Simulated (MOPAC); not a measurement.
**MNDOD run of AlSiH3ClF (SMILES [F][Al]([SiH3])[Cl])**

Wanted: a structure relaxation of AlSiH3ClF. 

The calculation is run with MOPAC 23.2.5.

3 further runs of the same task are left out: 3 set aside as unsound or not needed.

### Step 1. Starting point

The species is AlSiH3ClF (7 atoms), meant as a singlet with charge 0. SMILES: `[F][Al]([SiH3])[Cl]`. All atoms were displaced at random from a relaxed shape. The run starts from this shape.

Bond lengths: F1–Al2 1.625 Å, Al2–Si3 2.451 Å, Al2–Cl4 2.086 Å, Si3–H5 1.499 Å, Si3–H6 1.495 Å, Si3–H7 1.462 Å. Angles: F1–Al2–Si3 120.4°, F1–Al2–Cl4 115.8°, Si3–Al2–Cl4 123.8°, Al2–Si3–H5 108.2°, Al2–Si3–H6 109.0°, Al2–Si3–H7 111.2°, H5–Si3–H6 108.5°, H5–Si3–H7 109.1°, H6–Si3–H7 110.7°.

### Step 2. A geometry optimisation at MNDOD

alclfh3si.mop

```
MNDOD BONDS SINGLET CYCLES=300 DISP PRECISE GNORM=0.01 CHARGE=0 THREADS=1 AUX(PRECISION=6)
job AlClFH3Si

F     -0.461746    -2.412158     0.808222
Al    -0.768521    -1.079393    -0.069750
Si     0.705492     0.872686     0.082481
Cl    -2.491286    -1.143328    -1.244295
H      2.076164     0.461366    -0.362573
H      0.781523     1.314280     1.508443
H      0.231874     1.961566    -0.771091
```

Started as:

```sh
$ mopac alclfh3si.mop
```

What values should one expect? Wanted: total energy at the end; dipole moment; HOMO energy; LUMO energy; HOMO–LUMO gap; heat of formation.

Computed results:

At MNDOD:

```
               quantity            value
total energy at the end     -34.03090 Eh
          dipole moment           1.23 D
            HOMO energy        -11.23 eV
            LUMO energy         -0.64 eV
          HOMO–LUMO gap         10.60 eV
      heat of formation  -139.6 kcal/mol
```

In words: At the final geometry: Bond lengths: F1–Al2 1.744 Å, Al2–Si3 2.265 Å, Al2–Cl4 2.091 Å, Si3–H5 1.425 Å, Si3–H6 1.424 Å, Si3–H7 1.424 Å. Angles: F1–Al2–Si3 118.9°, F1–Al2–Cl4 118.3°, Si3–Al2–Cl4 122.8°, Al2–Si3–H5 108.7°, Al2–Si3–H6 109.0°, Al2–Si3–H7 110.8°, H5–Si3–H6 109.5°, H5–Si3–H7 109.4°, H6–Si3–H7 109.4°. The optimisation took 57 steps and changed the energy by -0.559 eV.
